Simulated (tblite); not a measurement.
# C7H15BSi: the cost of one run

Programs: tblite 0.8.0 and PySCF 2.14.0, with density-fitted response routines of our own. Each step states its level of theory. These are calculated values for one molecule in the gas phase, unless marked as measured. Atoms count from 0, in the outputs and in this text.

### Step 1. The molecule as given

24 atoms, charge 0, multiplicity 1; geometry from: force field or distance geometry start.

Bonds of the start (Å): C0–B1 1.58, B1–C2 1.56, B1–Si3 1.93, Si3–C4 1.83, C4–C5 1.52, C5–C6 1.52, Si3–C7 1.86, C7–C8 1.53, C8–Si3 1.86, C6–C4 1.49, C0–H9 1.13, C0–H10 1.10, C0–H11 1.11, C2–H12 1.11, C2–H13 1.11, C2–H14 1.11, C4–H15 1.11, C5–H16 1.11, C5–H17 1.10, C6–H18 1.11, C6–H19 1.12, C7–H20 1.09, C7–H21 1.12, C8–H22 1.12, C8–H23 1.10.

### Step 2. Relaxing the molecule with GFN2-xTB

The job: settings as JSON, then the geometry in Å.

```
{"job": {"kind": "relax", "xc": "GFN2-xTB", "basis": "xTB"}, "charge": 0, "multiplicity": 1}
C     -2.555300    -1.458600    -0.429500
B     -1.603300    -0.203200    -0.572200
C     -2.208600     1.219200    -0.792800
Si     0.150600    -0.290300     0.229500
C      1.526800    -0.325600    -0.980000
C      2.310700     0.973400    -1.055100
C      2.966300    -0.308200    -0.580600
C      0.300500     0.649500     1.831100
C      0.383700    -0.868500     1.978400
H     -3.314300    -1.182900     0.361000
H     -1.965800    -2.336300    -0.136800
H     -3.075800    -1.626300    -1.391800
H     -2.694800     1.286000    -1.791900
H     -3.018900     1.382300    -0.046100
H     -1.436200     2.006800    -0.644400
H      1.258500    -0.729000    -1.979400
H      2.134800     1.694000    -0.232000
H      2.493400     1.327400    -2.079100
H      3.262000    -0.317400     0.491500
H      3.659600    -0.738900    -1.340700
H      1.172700     1.275100     2.027700
H     -0.658400     1.074300     2.236800
H     -0.474800    -1.295700     2.559500
H      1.374800    -1.187200     2.344600
```

Launch:

```sh
$ OMP_NUM_THREADS=1 python probes_run.py task.json out
```

One launch serves the whole session: the jobs run in the order shown.

Q: Estimate the wall time and peak memory of this first job on 1 thread of Arm Neoverse N1, shared host.

About 4.5 s, with a peak of 0.18 GiB.
